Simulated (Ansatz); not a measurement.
**TiTe2: an axial (c/a) deformation path**

Aim: for TiTe2, follow an axial (c/a) deformation at fixed volume.

Program: Ansatz 0.2.0. Level of theory: DFT PBE, scalar-relativistic, plane waves, PAW. These are calculated values, not measurements.

## 1. The system as given

Symmetry: P-3m1, No. 164, trigonal system. The conventional cell has a = 3.777 Å, b = 3.777 Å, c = 6.498 Å, α = 90.00°, β = 90.00°, γ = 120.00°. Ti (site symmetry -3m) has 6 Te at 2.77 Å in its first shell of neighbours. Te (site symmetry 3m) is surrounded by 3 Ti at 2.77 Å.

As a file:

```
Ti Te
1.0
     3.77700    0.00000    0.00000
    -1.88850    3.27098    0.00000
     0.00000    0.00000    6.49800
Ti Te
1 2
Cartesian
  0.0000 0.0000 0.0000
  1.8885 1.0903 1.7077
  0.0000 2.1807 4.7903
```

The cell is taken as given, not relaxed at this level.

## 2. Zero of the scan

Contents of input.yaml:

```yaml
crystal:
  lattice:
    - [3.7770008876, 0.0, 0.0]
    - [-1.8885004438, 3.2709787188, 0.0]
    - [0.0, 0.0, 6.498]
  atoms:
    - { symbol: Ti, position: [0.0, 0.0, 0.0] }
    - { symbol: Te, position: [0.6666666667, 0.3333333333, 0.2628] }
    - { symbol: Te, position: [0.3333333333, 0.6666666667, 0.7372] }
basis:
  ecutwfc: 420
kpoints:
  mp_grid: { grid: [18, 18, 8] }
hamiltonian:
  xc: pbe
scf:
  occupations: { method: gaussian, width: 0.15 }
output:
  forces: true
  stress: true
  eigenvalues: true
```

Launch:

```sh
ansatz run input.yaml --threads 1 --pin off --max-ram 2560MiB --backend cpu --events-out ev --progress --plain --runs-dir out
```

## 3. Next: an axial (c/a) deformation path

At fixed volume and fractional coordinates, lengths along (0.000, 0.000, 1.000) are scaled against those across it; ρ is that ratio over its starting value.

## 4. Point ρ = 0.850

Changes to input.yaml since step 2:

```diff
@@ -2,5 +2,5 @@
   lattice:
-    - [3.7770008876, 0.0, 0.0]
-    - [-1.8885004438, 3.2709787188, 0.0]
-    - [0.0, 0.0, 6.498]
+    - [3.9872559211, 0.0, 0.0]
+    - [-1.9936279606, 3.4530649191, 0.0]
+    - [0.0, 0.0, 5.8307666015]
   atoms:
```

## 5. ρ = 1.200

Changes to input.yaml since step 4:

```diff
@@ -2,5 +2,5 @@
   lattice:
-    - [3.9872559211, 0.0, 0.0]
-    - [-1.9936279606, 3.4530649191, 0.0]
-    - [0.0, 0.0, 5.8307666015]
+    - [3.5542939164, 0.0, 0.0]
+    - [-1.7771469582, 3.0781088241, 0.0]
+    - [0.0, 0.0, 7.3378225388]
   atoms:
```

## 6. At ρ = 0.920

Changes to input.yaml since step 5:

```diff
@@ -2,5 +2,5 @@
   lattice:
-    - [3.5542939164, 0.0, 0.0]
-    - [-1.7771469582, 3.0781088241, 0.0]
-    - [0.0, 0.0, 7.3378225388]
+    - [3.8834508333, 0.0, 0.0]
+    - [-1.9417254166, 3.363167076, 0.0]
+    - [0.0, 0.0, 6.1466468037]
   atoms:
```

## 7. Point ρ = 1.100

Changes to input.yaml since step 6:

```diff
@@ -2,5 +2,5 @@
   lattice:
-    - [3.8834508333, 0.0, 0.0]
-    - [-1.9417254166, 3.363167076, 0.0]
-    - [0.0, 0.0, 6.1466468037]
+    - [3.6588914492, 0.0, 0.0]
+    - [-1.8294457246, 3.1686929447, 0.0]
+    - [0.0, 0.0, 6.9242833345]
   atoms:
```

## 8. ρ = 0.960

Changes to input.yaml since step 7:

```diff
@@ -2,5 +2,5 @@
   lattice:
-    - [3.6588914492, 0.0, 0.0]
-    - [-1.8294457246, 3.1686929447, 0.0]
-    - [0.0, 0.0, 6.9242833345]
+    - [3.828747056, 0.0, 0.0]
+    - [-1.914373528, 3.3157922151, 0.0]
+    - [0.0, 0.0, 6.3235437708]
   atoms:
```

## 9. Point ρ = 1.050

Changes to input.yaml since step 8:

```diff
@@ -2,5 +2,5 @@
   lattice:
-    - [3.828747056, 0.0, 0.0]
-    - [-1.914373528, 3.3157922151, 0.0]
-    - [0.0, 0.0, 6.3235437708]
+    - [3.7160708638, 0.0, 0.0]
+    - [-1.8580354319, 3.2182117703, 0.0]
+    - [0.0, 0.0, 6.7128339788]
   atoms:
```

## 10. ρ = 0.800

Changes to input.yaml since step 9:

```diff
@@ -2,5 +2,5 @@
   lattice:
-    - [3.7160708638, 0.0, 0.0]
-    - [-1.8580354319, 3.2182117703, 0.0]
-    - [0.0, 0.0, 6.7128339788]
+    - [4.0686508683, 0.0, 0.0]
+    - [-2.0343254341, 3.5235550111, 0.0]
+    - [0.0, 0.0, 5.5998066463]
   atoms:
```

## 11. Point ρ = 1.300

Changes to input.yaml since step 10:

```diff
@@ -2,5 +2,5 @@
   lattice:
-    - [4.0686508683, 0.0, 0.0]
-    - [-2.0343254341, 3.5235550111, 0.0]
-    - [0.0, 0.0, 5.5998066463]
+    - [3.4607160686, 0.0, 0.0]
+    - [-1.7303580343, 2.9970680307, 0.0]
+    - [0.0, 0.0, 7.7400174869]
   atoms:
```

(Steps that only read results are left out.)

Before running it: what results should come out? Wanted: highest point.

As calculated:

| quantity | value |
| --- | --- |
| highest point | 161.0 meV/atom at ρ = 1.300 |

The undisturbed cell stays the lowest of the sampled points. No sampled point inside the path is a dip, apart from those named. The runs treat Te without spin-orbit coupling. Layers here are held mostly by dispersion, which this level lacks, so their spacing and the stiffness across them are unreliable there.
